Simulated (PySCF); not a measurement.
# One shape, several levels: BBrF2 (SMILES FB(F)Br)

We compute a comparison of 5 runs (HF/def2-SVP, PBE/cc-pVDZ, B2PLYP/def2-SVP, B3LYP/6-31G*, PBE0/def2-SVP) of BBrF2. 

The results are computed with PySCF 2.14.0.

## Step 1: The structure to begin with

The species is BBrF2 (4 atoms), meant as a singlet with charge 0. SMILES: `FB(F)Br`. The coordinates come from a PBE0-D4/def2-TZVP relaxation.

Bond lengths: F1–B2 1.309 Å, B2–F3 1.309 Å, B2–Br4 1.903 Å. Angles: F1–B2–F3 119.2°, F1–B2–Br4 120.4°, F3–B2–Br4 120.4°.

## Step 2: Energy and forces at HF/def2-SVP (run 1)

run.py

```python
# FB(F)Br
import pyscf.grad
from pyscf import gto, scf

molecule = gto.M(
    atom='''
F     -0.215650    -1.366490    -0.109870
B     -0.127940    -0.063330    -0.022770
F     -1.212420     0.659630    -0.144250
Br     1.556010     0.770190     0.276890
''',
    max_memory=1860,
    verbose=4,
    basis='def2-svp',
    charge=0,
    spin=0,
)

hf = scf.RHF(molecule)
hf.conv_tol = 1e-10
hf.kernel()
if not hf.converged:
    hf = hf.newton().run(hf.mo_coeff, hf.mo_occ)

e_final = hf.e_tot
print('Final energy', e_final)
grad = hf.Gradients().kernel()
hf.analyze()
```

On the command line:

```console
$ OMP_NUM_THREADS=1 python run.py
```

The program printed:

```text
PySCF version 2.14.0

[... 84 lines left out ...]
MO #4   energy= -58.5340441398455  occ= 2
[... 13 lines left out ...]
MO #18  energy= -1.65329121260388  occ= 2
[... 13 lines left out ...]
MO #32  energy= 0.283095910332007  occ= 0
[... 13 lines left out ...]
MO #46  energy= 1.21138854498041   occ= 0
[... 13 lines left out ...]
MO #60  energy= 3.38928997687138   occ= 0
[... 13 lines left out ...]
MO #74  energy= 4.30022177058817   occ= 0
[... 81 lines left out ...]
Dipole moment(X, Y, Z, Debye):  0.22953,  0.11357,  0.04082
```

It took 3 s on 1 thread of Arm Neoverse V2, shared host; peak memory 0.18 GiB.

## Step 3: Energy and forces at PBE/cc-pVDZ (run 2)

input.py

```python
import pyscf.grad
from pyscf import gto, dft

molecule = gto.M(
    atom='F -0.215650 -1.366490 -0.109870; B -0.127940 -0.063330 -0.022770; F -1.212420 0.659630 -0.144250; Br 1.556010 0.770190 0.276890',
    basis='cc-pvdz',
    verbose=4,
    max_memory=1860,
)

mf = dft.RKS(molecule)
mf.xc = 'pbe'
mf.conv_tol = 1e-10
mf.grids.level = 5
mf.kernel()
if not mf.converged:
    mf = mf.newton().run(mf.mo_coeff, mf.mo_occ)

e_final = mf.e_tot
print('E = %.10f Eh' % e_final)
grad = mf.Gradients().kernel()
dip = mf.dip_moment()
pop, q = mf.mulliken_pop()
```

On the command line:

```console
$ OMP_NUM_THREADS=1 python input.py
```

The program printed:

```text
PySCF version 2.14.0

[... 75 lines left out ...]
converged SCF energy = -2798.21013483324
[... 12 lines left out ...]
Dipole moment(X, Y, Z, Debye):  0.06339,  0.03133,  0.01127
[... 74 lines left out ...]
charge of    3Br =     -0.08943
```

It took 15 s on 1 thread of Arm Neoverse V2, shared host; peak memory 0.71 GiB.

Runs 3 to 4 aren't shown in full; the table further down has their settings and results.

## Step 4: Energy and forces at PBE0/def2-SVP (run 5)

job.py

```python
# FB(F)Br
import pyscf.grad
from pyscf import gto, dft

system = gto.Mole()
system.atom = 'F -0.215650 -1.366490 -0.109870; B -0.127940 -0.063330 -0.022770; F -1.212420 0.659630 -0.144250; Br 1.556010 0.770190 0.276890'
system.basis = 'def2-svp'
system.verbose = 4
system.max_memory = 1860
system.build()

mf = dft.RKS(system)
mf.xc = 'pbe0'
mf.grids.level = 5
mf.conv_tol = 1e-10
mf.kernel()
if not mf.converged:
    mf = mf.newton().run(mf.mo_coeff, mf.mo_occ)

etot = mf.e_tot
print('Final energy', etot)
grad = mf.Gradients().kernel()
dip = mf.dip_moment()
pop, q = mf.mulliken_pop()
```

On the command line:

```console
$ OMP_NUM_THREADS=1 python job.py
```

The program printed:

```text
PySCF version 2.14.0

[... 69 lines left out ...]
converged SCF energy = -2797.8435150646
Final energy -2797.843515064599
[... 11 lines left out ...]
Dipole moment(X, Y, Z, Debye):  0.16636,  0.08231,  0.02959
[... 79 lines left out ...]
charge of    3Br =     -0.12862
```

It took 13 s on 1 thread of Arm Neoverse V2, shared host; peak memory 0.75 GiB.

## Step 5: Overview of the runs

```csv
run,level,integration grid,task,energy (Eh),dipole moment (D),HOMO energy (eV),LUMO energy (eV),wall time
1,HF/def2-SVP,–,gradient,-2795.647102,0.26,-12.13,3.65,3 s
2,PBE/cc-pVDZ,5,gradient,-2798.210135,0.07,-7.48,-1.15,15 s
3,B2PLYP/def2-SVP,5,energy,-2797.794988,0.26,-10.07,1.27,9 s
4,B3LYP/6-31G* (spherical functions),5,gradient,-2798.556782,0.13,-8.58,-0.22,16 s
5,PBE0/def2-SVP,5,gradient,-2797.843515,0.19,-8.94,-0.21,13 s
```

## Step 6: What came out

| quantity | value |
| --- | --- |
| run 5: total energy | -2797.84352 Eh |
| run 5: dipole moment | 0.19 D |
| run 5: HOMO energy | -8.94 eV |
| run 5: LUMO energy | -0.21 eV |
| run 5: HOMO–LUMO gap | 8.73 eV |
| run 5: largest force on an atom | 0.054 eV/Å |

What this shows: The dipole moment (its size) runs from 0.07 D (PBE/cc-pVDZ) to 0.26 D (B2PLYP/def2-SVP). The two ends differ in method and basis. A double hybrid's value is that of its SCF part. The HOMO–LUMO gap runs from 6.33 eV (PBE/cc-pVDZ) to 15.78 eV (HF/def2-SVP). Totals of different functionals can't be ranked against each other. All runs together took 56 s, the longest 16 s.
